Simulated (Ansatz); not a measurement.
Geometry optimisation, DFT LDA, scalar-relativistic, plane waves, PAW in Ansatz 0.2.0.

The input (input.yaml):

```yaml
accuracy: low
crystal:
  lattice:
    - [9.137234, 0.0, 0.0]
    - [0.0, 6.461, 0.0]
    - [0.0, 0.0, 19.852925]
  atoms:
    - { symbol: In, position: [0.0, 0.0, 0.0503704] }
    - { symbol: Sb, position: [1.0, 0.25, 0.165432] }
    - { symbol: In, position: [0.75, 0.5, 0.165432] }
    - { symbol: Sb, position: [0.25, 0.75, 0.0503704] }
    - { symbol: In, position: [0.25, 0.5, 0.165432] }
    - { symbol: Sb, position: [0.75, 0.75, 0.0503704] }
    - { symbol: In, position: [0.5, 0.0, 0.0503704] }
    - { symbol: Sb, position: [0.5, 0.25, 0.165432] }
    - { symbol: In, position: [0.5, 0.0, 0.2804935] }
    - { symbol: Sb, position: [0.5, 0.25, 0.3955551] }
    - { symbol: In, position: [0.25, 0.5, 0.3955551] }
    - { symbol: Sb, position: [0.75, 0.75, 0.2804935] }
    - { symbol: In, position: [0.75, 0.5, 0.3955551] }
    - { symbol: Sb, position: [0.25, 0.75, 0.2804935] }
    - { symbol: In, position: [1.0, 0.0, 0.2804935] }
    - { symbol: Sb, position: [1.0, 0.25, 0.3955551] }
    - { symbol: H, position: [0.741741, 0.2362035, 0.4962959] }
    - { symbol: H, position: [0.669487, 0.3004926, 0.4962959] }
basis:
  ecutwfc: 420.0
kpoints:
  mp_grid: { grid: [2, 2, 1] }
hamiltonian:
  xc: lda
  pseudopotentials: { kind: paw, azcp: { folder: soft_1 } }
scf:
  occupations: { method: fermi_dirac, width: 0.05 }
  lower_state_search: "off"
relax:
  f_tol: 0.08
  max_steps: 25
  adjacent_minimum: "off"
  constraints: [{ sites: [0, 3, 5, 6] }]
```

Command:

```bash
$ ansatz run input.yaml --threads 4 --pin off --max-ram 10240MiB --backend cpu --events-out ev --progress --plain --runs-dir out
```

Problem. Where does it end, and by what steps?

Solution. The run converged. Limits of this set-up: thin slab, slab without dipole correction, no dispersion correction for a molecule that may bind weakly, PAW files made for another functional, low accuracy level. After 6 steps the energy has fallen by 1.444 eV; H17 moved furthest, 0.77 Å.

| step | energy less start (eV) | largest force component (eV/Å) | accepted |
| --- | --- | --- | --- |
| 0 | 0.0000 | 1.046 | yes |
| 1 | -0.6617 | 0.639 | yes |
| 2 | -1.0992 | 0.374 | yes |
| 3 | -1.3458 | 0.199 | yes |
| 4 | -1.4185 | 0.122 | yes |
| 5 | -1.4404 | 0.126 | yes |
| 6 | -1.4440 | 0.025 | yes |

```xyz
18
Lattice="9.1372 0.0000 0.0000 0.0000 6.4610 0.0000 0.0000 0.0000 19.8529" Properties=species:S:1:pos:R:3
In 0.000 0.000 1.000
Sb 9.118 1.961 3.115
In 6.831 3.566 3.451
Sb 2.284 4.846 1.000
In 2.263 3.573 3.455
Sb 6.853 4.846 1.000
In 4.569 0.000 1.000
Sb 4.547 1.956 3.123
In 4.551 0.445 5.523
Sb 4.533 1.747 8.014
In 2.255 3.143 7.315
Sb 6.833 5.294 5.623
In 6.820 3.143 7.330
Sb 2.261 5.305 5.626
In 9.113 0.453 5.515
Sb 9.111 1.750 8.013
H 7.129 1.428 10.536
H 6.372 1.460 10.396
```

The run took 25 s on 4 threads of Intel(R) Xeon(R) 6975P-C (Granite Rapids), on a shared host, peak memory 2.8 GiB.
